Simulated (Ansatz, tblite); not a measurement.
**MoNCl3: a ladder of methods and basis sets**

Aim: run the singlet of MoNCl3 at one geometry on many levels, and compare frontier levels, spin and run time.

Method: as each input shows; program: Ansatz 0.2.0, Gaussian basis.

Levels to be run: GFN1-xTB, GFN2-xTB, PBE-D4/def2-TZVP, r2SCAN-D4/def2-TZVP, BHLYP-D4/def2-TZVP, r2SCANh-D4/def2-TZVP, B2PLYP/def2-TZVP, r2SCAN0-D4/def2-TZVP, LC-ωPBE/def2-TZVP, BLYP-D4/def2-TZVP, CAM-B3LYP-D4/def2-TZVP, PBE-D4/def2-SVP, PBE0-D4/def2-SVP, PBE0-D4/def2-TZVPD, PBE-D4/def2-TZVPD, r2SCAN-D4/def2-TZVPD, CCSD(T)/def2-TZVP, RPA/def2-TZVP.

1 further run of the same task is left out (set aside as unsound or not needed).

### 1 The structure

The singlet was relaxed beforehand with B3LYP-D4/def2-SVP.

5 atoms, charge 0, spin multiplicity 1.

Bond lengths: Mo1–N2 1.624 Å, Mo1–Cl3 2.268 Å, Mo1–Cl4 2.268 Å, Mo1–Cl5 2.268 Å. Angles: N2–Mo1–Cl3 105.6°, N2–Mo1–Cl4 105.6°, N2–Mo1–Cl5 105.6°, Cl3–Mo1–Cl4 113.1°, Cl3–Mo1–Cl5 113.0°, Cl4–Mo1–Cl5 113.0°.

Formally the metal is d0. Mo takes a core potential in the def2 sets. No spin-orbit coupling is included.

PBE0-D4/def2-TZVP was run before; its log isn't repeated, and its numbers join the tables.

### 2 GFN1-xTB

Tight binding, by tblite at 300 K electronic temperature and without a spin-polarisation term:

```python
tblite.interface.Calculator('GFN1-xTB', numbers, positions, charge=0, uhf=0).singlepoint()
```

Energy -493.0300 eV, HOMO -12.30 eV, LUMO -9.63 eV; 0.006 s.

### 3 GFN2-xTB

Tight binding, by tblite at 300 K electronic temperature and without a spin-polarisation term:

```python
tblite.interface.Calculator('GFN2-xTB', numbers, positions, charge=0, uhf=0).singlepoint()
```

Energy -508.7209 eV, HOMO -10.41 eV, LUMO -9.36 eV; 0.007 s.

### 4 PBE-D4/def2-TZVP

start.molden holds the orbitals of an earlier run on this state, given as this run's starting guess.

The input, in.yaml:

```yaml
crystal:
  periodic: [false, false, false]
  atoms:
    - {symbol: Mo, position_ang: [0.000264, -0.000248, 0.041455]}
    - {symbol: N, position_ang: [0.006611, -0.012532, 1.665559]}
    - {symbol: Cl, position_ang: [2.182498, 0.009520, -0.577486]}
    - {symbol: Cl, position_ang: [-1.099415, 1.893339, -0.550406]}
    - {symbol: Cl, position_ang: [-1.089958, -1.890089, -0.579112]}
basis:
  gaussian: {orbitals: def2-TZVP, initial_orbitals: start.molden}
hamiltonian: {xc: pbe, dispersion: d4}
scf: {omitted_lower_state_checks: [starts]}
output: {forces: true, orbitals: {seedname: orbitals}}
```

Command:

```
$ ansatz run in.yaml --threads 4 --pin off --events-out ev --progress --plain --max-ram 3916MiB
```

The runs that follow: r2SCAN-D4/def2-TZVP; BHLYP-D4/def2-TZVP; r2SCANh-D4/def2-TZVP; B2PLYP/def2-TZVP; r2SCAN0-D4/def2-TZVP; LC-ωPBE/def2-TZVP; BLYP-D4/def2-TZVP; CAM-B3LYP-D4/def2-TZVP; PBE-D4/def2-SVP; PBE0-D4/def2-SVP; PBE0-D4/def2-TZVPD; PBE-D4/def2-TZVPD; r2SCAN-D4/def2-TZVPD; CCSD(T)/def2-TZVP; RPA/def2-TZVP.

Before running them: what should the planned runs give, taken together? Wanted: gap in def2-TZVP, named functionals, smallest and largest; correlation energy, CCSD(T)/def2-TZVP; binding an atom, functionals in def2-TZVP; PBE0 total energy, smallest basis above largest.

The runs gave:

| quantity | value |
| --- | --- |
| gap in def2-TZVP, named functionals, smallest and largest | 3.05 eV (BLYP-D4), 10.02 eV (LC-ωPBE) |
| correlation energy, CCSD(T)/def2-TZVP | -36.03 eV |
| binding an atom, functionals in def2-TZVP | 3.06 (BHLYP-D4) to 3.84 eV (PBE-D4) |
| PBE0 total energy, smallest basis above largest | 15.31 eV (def2-SVP, def2-TZVPD) |

**Reading.** Orbital gaps of the named functionals in def2-TZVP span 3.05 eV (BLYP-D4) to 10.02 eV (LC-ωPBE); exact exchange widens it. Notes on CCSD(T)/def2-TZVP and its Hartree-Fock reference, which MP2 shares: restricted state is unstable towards broken spin symmetry.
